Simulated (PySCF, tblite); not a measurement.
# C₅H₅FN₂: dynamics, then NMR shifts on frames, part 1 of 2

Aim: move C₅H₅FN₂ (`FCc1ccnnc1`) away from its starting geometry and see how NMR shifts follow the geometry.

Computed with tblite 0.8.0 and PySCF 2.14.0, with density-fitted response routines of our own, on a single molecule in the gas phase. Atoms count from 0, in the outputs and in this text.

### 1 The starting structure

13 atoms, charge 0, multiplicity 1; geometry from: GFN2-xTB.

Bonds of the start (Å): F0–C1 1.37, C1–C2 1.50, C2–C3 1.38, C3–C4 1.39, C4–N5 1.32, N5–N6 1.30, N6–C7 1.31, C7–C2 1.40, C1–H8 1.10, C1–H9 1.10, C3–H10 1.08, C4–H11 1.08, C7–H12 1.08.

### 2 Dynamics with GFN2-xTB

Job settings and geometry (Å):

```
{"job": {"kind": "md", "xc": "GFN2-xTB", "basis": "xTB", "temperature": 300, "steps": 2000, "every": 50, "frames": 5}, "charge": 0, "multiplicity": 1}
F      2.383569    -1.023735     0.243401
C      1.824003     0.146606    -0.195169
C      0.330397     0.123547    -0.076926
C     -0.369058    -0.962598     0.417792
C     -1.757100    -0.846133     0.472724
N     -2.402725     0.232037     0.077398
N     -1.748152     1.253755    -0.387502
C     -0.436113     1.227967    -0.470494
H      2.130892     0.277569    -1.240252
H      2.250258     0.954178     0.412792
H      0.138649    -1.856417     0.746138
H     -2.375439    -1.648346     0.848514
H      0.026433     2.122057    -0.866144
```

Method: GFN2-xTB Langevin dynamics, gas phase.

Launch:

```bash
OMP_NUM_THREADS=1 python probes_run.py task.json out
```

The driver reads the jobs from task.json and runs them one after another.

The log of the run:

```text
t/fs     T/K      E/eV
    0.0   250.0   -647.19814
   25.0   172.0   -646.99287
   50.0   192.9   -646.82509
   75.0   246.7   -646.86080
  100.0   238.3   -646.79295
  125.0   295.4   -646.69282
  150.0   278.1   -646.66522
  175.0   260.2   -646.74603
  200.0   341.3   -646.85348
  225.0   413.6   -646.79818
  250.0   280.1   -646.67508
  275.0   322.9   -646.72824
  300.0   468.8   -646.87604
  325.0   253.4   -646.65826
  350.0   379.5   -646.72509
  375.0   357.4   -646.64423
  400.0   355.9   -646.70869
  425.0   257.4   -646.59057
  450.0   306.0   -646.56706
  475.0   451.5   -646.77735
  500.0   316.0   -646.58433
  525.0   364.7   -646.66432
  550.0   362.5   -646.71749
  575.0   358.9   -646.71517
  600.0   382.9   -646.77845
  625.0   332.0   -646.62392
  650.0   417.3   -646.70492
  675.0   365.2   -646.74649
  700.0   384.2   -646.63471
  725.0   461.7   -646.52946
  750.0   333.0   -646.54430
  775.0   236.2   -646.39238
  800.0   378.2   -646.61773
  825.0   380.8   -646.65890
  850.0   231.4   -646.66919
  875.0   200.0   -646.67959
  900.0   294.5   -646.84419
  925.0   311.5   -646.74067
  950.0   361.7   -646.73857
  975.0   373.7   -646.72418
 1000.0   390.7   -646.72573
```

It took 9.4 s on 1 thread of Arm Neoverse V1, shared host; peak memory 0.18 GiB.

Distance from the start (root mean square after alignment): 0 fs 0.00 Å, 200 fs 0.11 Å, 400 fs 0.14 Å, 600 fs 0.14 Å, 800 fs 0.36 Å, 1000 fs 0.25 Å.

Positions (Å) and forces (eV/Å) at 1000 fs:

```xyz
13

F     1.054   -1.976    1.381    0.331   -0.096   -0.186
C     0.737   -0.781    0.799    1.778    0.672   -0.107
C    -0.677   -0.731    0.451   -0.213    1.027   -1.107
C    -1.670   -1.380    1.085   -2.009    0.038   -0.137
C    -3.016   -1.069    0.705    0.599   -0.674    0.820
N    -3.278   -0.118   -0.139   -0.170   -0.264   -0.395
N    -2.296    0.449   -0.779   -1.338    1.288   -1.048
C    -1.073    0.150   -0.578    1.399   -0.124    1.129
H     1.351   -0.619   -0.186   -0.540   -0.376    1.821
H     0.985    0.004    1.599   -0.112   -0.672   -1.114
H    -1.399   -1.993    1.886   -0.140   -1.080    1.038
H    -3.899   -1.555    1.131    0.542    0.119    0.042
H    -0.282    0.747   -0.995   -0.129    0.141   -0.756
```

### 3 Shielding tensors: 250 fs, PBE0/pcSseg-1

Job settings and geometry (Å):

```
{"job": {"kind": "nmr", "xc": "PBE0", "basis": "pcSseg-1", "pop": false}, "charge": 0, "multiplicity": 1}
F      2.131500    -1.037600     0.761500
C      1.514700     0.086600     0.139000
C     -0.004000     0.041900     0.146100
C     -0.703400    -0.873700     0.901600
C     -2.093800    -0.975600     0.610800
N     -2.735800    -0.096400    -0.211500
N     -1.998600     0.735400    -0.884800
C     -0.664900     0.782100    -0.793600
H      1.895500     0.142000    -0.816300
H      1.798000     0.887300     0.898500
H     -0.237300    -1.616600     1.481300
H     -2.800400    -1.628600     1.099200
H     -0.236600     1.481500    -1.455700
```

Method: GIAO PBE0/pcSseg-1 NMR shielding, non-relativistic, gas phase.

The log of the run:

```text
coarse grid: 11744 points
cycle   1  E = -402.2219489747  dE =  1.327e+00  |g| = 5.074e-01  |ddm| = 3.557e+00
cycle   2  E = -402.1899744244  dE =  3.197e-02  |g| = 7.091e-01  |ddm| = 1.219e+00
cycle   3  E = -402.2675271626  dE = -7.755e-02  |g| = 8.490e-02  |ddm| = 7.002e-01
cycle   4  E = -402.2683661792  dE = -8.390e-04  |g| = 4.895e-02  |ddm| = 8.754e-02
cycle   5  E = -402.2689566229  dE = -5.904e-04  |g| = 1.180e-02  |ddm| = 6.242e-02
cycle   6  E = -402.2689883801  dE = -3.176e-05  |g| = 3.703e-03  |ddm| = 1.528e-02
cycle   7  E = -402.2689913262  dE = -2.946e-06  |g| = 8.887e-04  |ddm| = 3.845e-03
final grid: 116488 points
cycle   8  E = -402.3205913902  dE = -3.739e-05  |g| = 7.174e-03  |ddm| = 3.715e-02
cycle   9  E = -402.3205855946  dE =  5.796e-06  |g| = 9.386e-03  |ddm| = 1.743e-02
cycle  10  E = -402.3206030244  dE = -1.743e-05  |g| = 1.605e-03  |ddm| = 9.078e-03
cycle  11  E = -402.3206035541  dE = -5.297e-07  |g| = 3.748e-04  |ddm| = 1.716e-03
cycle  12  E = -402.3206035834  dE = -2.933e-08  |g| = 1.755e-04  |ddm| = 5.345e-04
cycle  13  E = -402.3206035899  dE = -6.474e-09  |g| = 3.111e-05  |ddm| = 1.820e-04
cycle  14  E = -402.3206035900  dE = -1.424e-10  |g| = 1.751e-05  |ddm| = 4.440e-05
converged SCF energy = -402.3206035900

GIAO shielding tensors (ppm)
atom      isotropic    diamagn.    paramagn.     s11        s22        s33       span
  0 F      419.800     472.097     -52.298    375.883    428.755    454.760     78.877
  1 C       94.912     239.654    -144.742     52.342     79.385    153.009    100.667
  2 C       50.054     264.813    -214.758    -48.900     24.107    174.956    223.855
  3 C       62.422     249.709    -187.287    -52.839     44.524    195.582    248.422
  4 C       17.905     250.459    -232.554   -120.907     24.820    149.803    270.710
  5 N     -216.196     321.884    -538.080   -651.238   -239.983    242.632    893.871
  6 N     -234.326     321.843    -556.169   -730.544   -229.559    257.125    987.669
  7 C       38.054     247.217    -209.163    -91.582     54.365    151.380    242.963
  8 H       26.967      29.921      -2.953     21.286     27.936     31.680     10.393
  9 H       24.439      26.238      -1.800     19.328     25.494     28.494      9.165
 10 H       24.213      32.306      -8.093     20.851     21.926     29.862      9.011
 11 H       21.707      28.535      -6.828     17.843     19.936     27.343      9.500
 12 H       22.328      31.747      -9.420     18.001     20.043     28.939     10.938
```

It took 16 s on 1 thread of Arm Neoverse V1, shared host; peak memory 0.73 GiB.

Shifts follow as δ = σ(reference) − σ, with reference shieldings (ppm) from runs at the same level and on the same kind of geometry: ¹H TMS 31.72, ¹³C TMS 186.9, ¹⁹F CFCl3 170.9, ¹⁵N NH3 267.7. The references are single molecules in the gas phase, so shifts against H2O, NH3, PH3, H3PO4 or CFCl3 are not on the usual liquid scales and can be off by tens of ppm. Each atom is listed at this fixed geometry, with no averaging over motion; a spectrum would average atoms that exchange fast.

```csv
atoms,environment,σ (ppm),δ (ppm)
C4,aromatic CH next to a ring nitrogen,17.9,169.0
C7,aromatic CH next to a ring nitrogen,38.1,148.9
C2,substituted aromatic carbon,50.1,136.9
C3,aromatic CH,62.4,124.5
C1,"sp3 CH2 bonded to F, on an aromatic ring",94.9,92.0
H11,hydrogen on an aromatic CH next to a ring nitrogen,21.71,10.01
H12,hydrogen on an aromatic CH next to a ring nitrogen,22.33,9.39
H10,hydrogen on an aromatic CH,24.21,7.50
H9,"hydrogen on an sp3 CH2 bonded to F, on an aromatic ring",24.44,7.28
H8,"hydrogen on an sp3 CH2 bonded to F, on an aromatic ring",26.97,4.75
F0,fluorine on an sp3 carbon,419.8,-248.9
N6,pyridine-type ring nitrogen,-234.3,502.1
N5,pyridine-type ring nitrogen,-216.2,483.9
```

Ring of atoms C2, C3, C4, N5, N6, C7: NICS(0) -5.7, NICS(1) -11.4, NICS(1)zz -28.4 ppm (means of both faces).

### 4 NMR shieldings: 425 fs, PBE0/pcSseg-1

Job settings and geometry (Å):

```
{"job": {"kind": "nmr", "xc": "PBE0", "basis": "pcSseg-1", "pop": false}, "charge": 0, "multiplicity": 1}
F      1.951700    -0.886200     1.229400
C      1.226900    -0.302700     0.253100
C     -0.289100    -0.413900     0.356600
C     -1.079100    -0.959800     1.318700
C     -2.492200    -1.031400     1.070100
N     -3.080500    -0.391500     0.065800
N     -2.273100     0.124000    -0.823600
C     -0.960200     0.049500    -0.784700
H      1.641900    -0.588800    -0.707900
H      1.466400     0.751200     0.191700
H     -0.521300    -1.570500     2.052800
H     -3.056000    -1.595800     1.791500
H     -0.416100     0.625500    -1.548900
```

With the program's defaults for keys left out, this is: GIAO PBE0/pcSseg-1 NMR shielding, non-relativistic, gas phase.

The log of the run:

```text
coarse grid: 11744 points
cycle   1  E = -402.2250340499  dE =  1.411e+00  |g| = 4.781e-01  |ddm| = 3.546e+00
cycle   2  E = -402.2084583796  dE =  1.658e-02  |g| = 6.070e-01  |ddm| = 1.124e+00
cycle   3  E = -402.2649329537  dE = -5.647e-02  |g| = 9.882e-02  |ddm| = 6.265e-01
cycle   4  E = -402.2661339781  dE = -1.201e-03  |g| = 5.699e-02  |ddm| = 1.072e-01
cycle   5  E = -402.2669345228  dE = -8.005e-04  |g| = 9.225e-03  |ddm| = 6.749e-02
cycle   6  E = -402.2669522442  dE = -1.772e-05  |g| = 3.685e-03  |ddm| = 1.294e-02
cycle   7  E = -402.2669552542  dE = -3.010e-06  |g| = 8.267e-04  |ddm| = 3.796e-03
final grid: 116488 points
cycle   8  E = -402.3183958430  dE = -3.547e-05  |g| = 6.689e-03  |ddm| = 3.337e-02
cycle   9  E = -402.3183911428  dE =  4.700e-06  |g| = 8.487e-03  |ddm| = 1.542e-02
cycle  10  E = -402.3184058628  dE = -1.472e-05  |g| = 1.605e-03  |ddm| = 8.410e-03
cycle  11  E = -402.3184064472  dE = -5.844e-07  |g| = 3.943e-04  |ddm| = 1.805e-03
cycle  12  E = -402.3184064794  dE = -3.216e-08  |g| = 1.596e-04  |ddm| = 5.308e-04
cycle  13  E = -402.3184064841  dE = -4.788e-09  |g| = 3.769e-05  |ddm| = 1.691e-04
cycle  14  E = -402.3184064844  dE = -2.750e-10  |g| = 1.771e-05  |ddm| = 4.861e-05
converged SCF energy = -402.3184064844

GIAO shielding tensors (ppm)
atom      isotropic    diamagn.    paramagn.     s11        s22        s33       span
  0 F      452.992     469.294     -16.301    410.979    452.218    495.780     84.802
  1 C      105.220     241.327    -136.108     69.647     79.458    166.554     96.907
  2 C       42.806     266.231    -223.425    -71.122     26.824    172.716    243.838
  3 C       58.996     250.948    -191.952    -61.278     50.147    188.120    249.399
  4 C       26.082     251.785    -225.703   -104.643     27.350    155.539    260.182
  5 N     -178.611     321.706    -500.317   -592.674   -193.779    250.621    843.295
  6 N     -217.096     321.946    -539.042   -709.003   -203.386    261.102    970.106
  7 C       34.050     251.398    -217.348    -98.855     55.059    145.946    244.801
  8 H       25.982      29.235      -3.253     21.461     25.991     30.495      9.034
  9 H       26.021      29.459      -3.437     21.440     26.716     29.907      8.467
 10 H       23.516      30.594      -7.078     19.910     21.801     28.837      8.926
 11 H       22.123      27.563      -5.440     18.256     20.241     27.872      9.616
 12 H       22.113      31.179      -9.066     17.845     19.502     28.992     11.147
```

Run time: 15 s. Hardware: 1 thread of Arm Neoverse V1, shared host; peak memory 0.75 GiB.

Key values: δ C4 160.8, C7 152.9, C2 144.1, C3 127.9, H12 9.60, H11 9.59 ppm.

(Continued in part 2 of 2.)
